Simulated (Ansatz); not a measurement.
**HfGe: single point with PBE**

Crystal: HfGe.

```xyz
2
Lattice="3.2197 0.0000 0.0000 0.0000 3.2197 0.0000 0.0000 0.0000 4.1084" Properties=species:S:1:pos:R:3 pbc="T T T"
Hf    1.6098    1.6098    0.0000
Ge    0.0000    0.0000    0.0000
```

The cell was built by a generator and needn't be a form met in nature.

The cell isn't the ideal one: as made, not relaxed: random cell by space group and Wyckoff sites (P4/mmm, No. 123).

```
Program             : Ansatz 0.2.0
Task                : single point
Functional          : PBE
Potentials or basis : Ansatz PAW
Cutoff              : 420 eV (not typed: the program's choice for these potentials)
k mesh              : 8 × 8 × 7
Occupations         : fermi-dirac, width 0.05 eV
Spin                : no spin polarisation
```

```
Pressure               : 61.1 GPa
Band gap on the k mesh : none (metal or under the smearing width)
```

Stress tensor (GPa, compression positive):
```
92.57  0.00  0.00
 0.00 92.57  0.00
 0.00  0.00 -1.76
```

Levels at points of the mesh, in eV from the Fermi level:
```tsv
k point	band 17	band 18	band 19	band 20	band 21	band 22	band 23	band 24
(0.00, 0.00, 0.00)	-10.84	-1.55	-1.44	0.04	3.47	3.47	3.54	4.23
(0.00, -0.50, 0.00)	-6.72	-5.56	-1.97	-1.97	-0.03	3.92	5.60	5.62
(-0.50, -0.50, 0.00)	-8.77	-0.46	-0.46	0.76	0.76	1.01	2.79	6.54
```

It took 1.9 s on 2 threads of Arm Neoverse V1, on a shared host, peak memory 0.36 GiB.

Caveat: a pressure of tens of GPa on the cell as given is suspect, and the run, the potentials or the cell itself is likely at fault. The run has no spin-orbit coupling, so splittings on Hf are missing.
